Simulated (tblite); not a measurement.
# C4H14BNSi2: the cost of one run

Computed with tblite 0.8.0 and PySCF 2.14.0, with density-fitted response routines of our own, on a single molecule in the gas phase. Atoms count from 0, in the outputs and in this text.

### Step 1. Starting geometry

22 atoms, charge 0, multiplicity 1; geometry from: force field or distance geometry start.

Bonds of the start (Å): C0–C1 1.35, C1–Si2 1.85, Si2–Si3 2.25, Si3–N4 1.78, N4–B5 1.53, B5–C6 1.59, B5–C7 1.59, C0–H8 1.09, C0–H9 1.07, C1–H10 1.07, Si2–H11 1.48, Si2–H12 1.47, Si3–H13 1.47, Si3–H14 1.48, N4–H15 1.05, C6–H16 1.11, C6–H17 1.12, C6–H18 1.10, C7–H19 1.11, C7–H20 1.11, C7–H21 1.11.

### Step 2. Optimising the geometry with GFN2-xTB

Job settings and geometry (Å):

```
{"job": {"kind": "relax", "xc": "GFN2-xTB", "basis": "xTB"}, "charge": 0, "multiplicity": 1}
C      3.454400    -1.350400    -0.021900
C      2.553900    -0.350200    -0.092600
Si     1.429800    -0.009900     1.331700
Si     0.085500     1.713200     0.781800
N     -0.655700     1.423400    -0.813100
B     -1.558600     0.192200    -0.754600
C     -1.119300    -1.129400    -1.516800
C     -2.933400     0.231700     0.039300
H      3.529000    -1.978500     0.862700
H      4.100000    -1.540200    -0.857600
H      2.491900     0.257000    -0.977500
H      0.591200    -1.198700     1.587300
H      2.194300     0.329000     2.539800
H      0.897300     2.932600     0.734800
H     -0.960800     1.871700     1.816500
H     -1.258900     2.249700    -1.034400
H     -0.140200    -0.974700    -2.009800
H     -1.029400    -1.968800    -0.783400
H     -1.884800    -1.388200    -2.268400
H     -3.762400    -0.008000    -0.658300
H     -2.922500    -0.519400     0.854000
H     -3.111600     1.235300     0.472600
```

Run with:

```
OMP_NUM_THREADS=1 python probes_run.py task.json out
```

The driver reads the jobs from task.json and runs them one after another.

Q: Estimate the wall time and peak memory of this first job on 1 thread of Arm Neoverse N1, shared host.

About 3.9 s, with a peak of 0.18 GiB.
